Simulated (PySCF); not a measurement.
# WNOH: singlet, from a PBE0 minimum start

Where does singlet WNOH go from a PBE0 minimum start, is the end point a minimum, and what are its modes, charges and moments?

Program: PySCF 2.14.0. Level of theory: PBE0, basis W def2-TZVP with ECP60, N def2-TZVP, O def2-TZVP, H def2-TZVP, scalar-relativistic core potentials, no spin–orbit coupling, density fitting. These are calculated values, not measurements.

### 1 The starting structure

4 atoms, charge 0, spin multiplicity 1.

Bond lengths: W1–N2 1.653 Å, W1–O3 1.835 Å, W1–H4 2.467 Å, O3–H4 0.962 Å. Angles: N2–W1–O3 103.2°, N2–W1–H4 83.6°, O3–W1–H4 19.6°, W1–O3–H4 120.6°, W1–H4–O3 39.8°.

Z-matrix (Å, degrees; charge 0 multiplicity 1):
```
W
N  1 1.6529
O  1 1.8346 2 103.23
H  3 0.9622 1 120.57 2 0.00
```

### 2 First SCF at the start

One driver script runs all steps and calls PySCF; scf.py shows how it sets up the SCF of each step. The optimiser is the driver's own. After this first run the driver tries any further starts and a stability analysis.

scf.py

```python
from pyscf import gto, scf, dft
mol = gto.M(atom='''
W     -0.147401     0.000000     0.071834
N      1.194509     0.000000     1.036966
O      0.554477     0.000000    -1.623173
H      1.507109     0.000000    -1.758368''',
    basis={'W': 'def2-TZVP', 'N': 'def2-TZVP', 'O': 'def2-TZVP', 'H': 'def2-TZVP'},
    ecp={'W': 'def2-TZVP'},
    charge=0, spin=0)
mf = dft.RKS(mol, xc='PBE0')
mf.grids.atom_grid = (50, 194)
aux = {'W': 'def2-universal-JKFIT', 'N': 'def2-universal-JKFIT', 'O': 'def2-universal-JKFIT', 'H': 'def2-universal-JKFIT'}
mf = mf.density_fit(auxbasis=aux)
mf.conv_tol = 1e-08
mf.diis_space = 10
mf.max_cycle = 60
mf.init_guess = 'minao'
mf.verbose = 4
mf.kernel()
```

Started as:

```sh
$ OMP_NUM_THREADS=2 python axn.py task.json out
```

What it wrote, shortened:

```text
[... the frontier levels of the middle cycles are left out ...]
init E= -177.773852527551
  HOMO = -0.292373828039633  LUMO = -0.266142188042789  gap/eV = 0.71380
cycle= 1 E= -197.137575180456  delta_E= -19.4  |g|= 1.37  |ddm|= 8.55
  HOMO = -0.171276368191059  LUMO = -0.146856141419168  gap/eV = 0.66451
cycle= 2 E= -191.694115853326  delta_E= 5.44  |g|= 4.88  |ddm|= 3.65
  HOMO = -0.162015459335297  LUMO = -0.0621298473264582  gap/eV = 2.71803
cycle= 3 E= -197.49915536348  delta_E= -5.81  |g|=  0.3  |ddm|= 3.16
cycle= 4 E= -197.513202026217  delta_E= -0.014  |g|= 0.198  |ddm|= 0.681
cycle= 5 E= -197.518865066886  delta_E= -0.00566  |g|= 0.155  |ddm|= 0.265
cycle= 6 E= -197.523681093055  delta_E= -0.00482  |g|= 0.0311  |ddm|= 0.0815
cycle= 7 E= -197.523868268808  delta_E= -0.000187  |g|= 0.0147  |ddm|= 0.0272
cycle= 8 E= -197.523964497846  delta_E= -9.62e-05  |g|= 0.00566  |ddm|= 0.038
cycle= 9 E= -197.523979776456  delta_E= -1.53e-05  |g|= 0.00206  |ddm|= 0.0179
cycle= 10 E= -197.523982210094  delta_E= -2.43e-06  |g|= 0.000732  |ddm|= 0.00781
cycle= 11 E= -197.523982474636  delta_E= -2.65e-07  |g|= 0.000117  |ddm|= 0.00281
cycle= 12 E= -197.523982479877  delta_E= -5.24e-09  |g|= 2.53e-05  |ddm|= 0.000188
  HOMO = -0.214767818918272  LUMO = -0.109818338756317  gap/eV = 2.85582
Extra cycle  E= -197.52398247964  delta_E= 2.37e-10  |g|= 5.95e-05  |ddm|= 8.04e-05
converged SCF energy = -197.52398247964
```

This step, with its further starts and checks, took 7.9 s on 2 threads of Arm Neoverse N1, shared host.

No lower closed-shell solution turned up in the test of internal stability.

### 3 Relaxing the singlet from the PBE0 minimum start

The program finds Cs symmetry in the start, which this walk keeps.

scf.py: that of step 2 with these lines changed.

```diff
@@ -17 +16,0 @@
-mf.init_guess = 'minao'
```

Energy and gradient, step by step:

| step | energy (Eh) | change (kJ/mol) | largest symmetric gradient (Eh/bohr) |
| --- | --- | --- | --- |
| 0 | -197.523982 | 0.00 | 0.00003 |

The walk took 3.3 s.

Geometry (Å) and forces (eV/Å) at some steps:

```
step 0
W   -0.147   0.000   0.072   0.002   0.000   0.002
N    1.195   0.000   1.037  -0.001   0.000  -0.001
O    0.554   0.000  -1.623  -0.001   0.000  -0.001
H    1.507   0.000  -1.758  -0.001   0.000   0.000
```

It settles in Cs symmetry, 0.0 kJ/mol below the start, after 0 steps: O–H 0.962 Å, W–N 1.653 Å, W–O 1.835 Å; H–O–W 120.6°, N–W–O 103.2°.

### 4 Frequencies

On the finer grid the gradient is checked again; gradients at displacements of ±0.02 bohr then give force constants and infrared intensities.

scf.py: that of step 3 with these lines changed.

```diff
@@ -11 +11 @@
-mf.grids.atom_grid = (50, 194)
+mf.grids.atom_grid = (75, 302)
@@ -14 +14 @@
-mf.conv_tol = 1e-08
+mf.conv_tol = 1e-10
```

The driver hands on the density of the step before, so the log starts near convergence.

SCF at the final geometry:

```text
init E= -197.523973168802
  HOMO = -0.214767814749695  LUMO = -0.109822567816727  gap/eV = 2.85571
cycle= 1 E= -197.523973168656  delta_E= 1.46e-10  |g|= 2.81e-05  |ddm|= 1.86e-05
  HOMO = -0.214766523071404  LUMO = -0.109820462521894  gap/eV = 2.85573
cycle= 2 E= -197.523973166856  delta_E= 1.8e-09  |g|= 9.71e-05  |ddm|= 6.32e-05
  HOMO = -0.214768309137941  LUMO = -0.109822932754561  gap/eV = 2.85571
cycle= 3 E= -197.523973168791  delta_E= -1.93e-09  |g|= 1.21e-05  |ddm|= 5.29e-05
  HOMO = -0.214767809249146  LUMO = -0.109822411964442  gap/eV = 2.85571
cycle= 4 E= -197.523973168821  delta_E= -2.97e-11  |g|= 2.99e-07  |ddm|= 7.62e-06
  HOMO = -0.214767722455996  LUMO = -0.109822298659036  gap/eV = 2.85571
Extra cycle  E= -197.52397316882  delta_E= 7.96e-13  |g|= 3.64e-07  |ddm|= 8.75e-07
converged SCF energy = -197.52397316882
```

The whole step took 93 s.

Geometry: Cs; O–H 0.962 Å, W–N 1.653 Å, W–O 1.835 Å; H–O–W 120.6°, N–W–O 103.2°.

Modes, for the most abundant isotopes:

```tsv
symmetry	ω (cm⁻¹)	IR (km/mol)
a'	323	18.9
a''	574	96.6
a'	759	228
a'	797	8.2
a'	1179	69.2
a'	3874	239
```

No imaginary mode, so this is a minimum.

Constants and moments:

| Item | Value |
| --- | --- |
| Dipole moment | 2.02 D |
| Highest occupied level | -5.84 eV |
| Lowest empty level | -2.99 eV |
| Rotational constants | 0.5422, 0.2747, 0.1823 cm⁻¹ |
| Zero-point energy | 44.9 kJ/mol |
| Principal polarisabilities | 61.3, 69.1, 71.9 bohr³ |
| Atomisation energy without zero-point energy | 1445 kJ/mol |
| Principal traceless quadrupole moments about the centre of mass | -8.14, -3.99, 12.13 D Å |
| Entropy at 298.15 K and 1 bar | 284.1 J/(mol K) |
| Heat capacity Cp at 298.15 K | 51.3 J/(mol K) |
| Enthalpy at 298.15 K above 0 K | 11.90 kJ/mol |
| Rotational symmetry number | 1 |

Charges (e) and bond orders:

```json
{"atom": "W1", "Mulliken": "0.55", "Löwdin": "0.37", "polar tensor": "0.97", "Mayer order to W1": "–"}
{"atom": "N2", "Mulliken": "-0.38", "Löwdin": "-0.33", "polar tensor": "-0.57", "Mayer order to W1": "3.01"}
{"atom": "O3", "Mulliken": "-0.54", "Löwdin": "-0.22", "polar tensor": "-0.74", "Mayer order to W1": "1.29"}
{"atom": "H4", "Mulliken": "0.37", "Löwdin": "0.18", "polar tensor": "0.35", "Mayer order to W1": "0.02"}
```

Mulliken populations on W1 (outside its core potential): s 3.29, p 6.24, d 3.85, f 0.08.

### 5 Stability of the closed shell

At the lowest minimum the closed shell is tested against spin polarisation, on the (50, 194) grid. It is unstable: an open-shell solution lies lower. That solution was not followed to a minimum here.

### 6 Outcome

```
                            quantity                                                              value
                             minimum     singlet, Cs (closed shell, unstable towards spin polarisation)
                            geometry  O–H 0.962 Å, W–N 1.653 Å, W–O 1.835 Å; H–O–W 120.6°, N–W–O 103.2°
                  wavenumbers (cm⁻¹)      323 (a'), 574 (a''), 759 (a'), 797 (a'), 1179 (a'), 3874 (a')
                       dipole moment                                                             2.02 D
highest occupied, lowest empty level                                                    -5.84, -2.99 eV
           polar-tensor charge of W1                                                            +0.97 e
                   zero-point energy                                                        44.9 kJ/mol
```

In words: The molecule stays Cs, as typed, and the end point is a minimum. In the infrared the band at 3874 cm⁻¹ (a') leads. Other starts or spin states, not run here, may lie lower. A stability analysis at the minimum finds the closed shell unstable towards spin polarisation: an open-shell solution lies lower, and these values are not those of the lowest state. With an element this heavy the missing spin–orbit coupling can shift these numbers.

The search up to here took 1.9 min on 2 threads of Arm Neoverse N1, shared host.
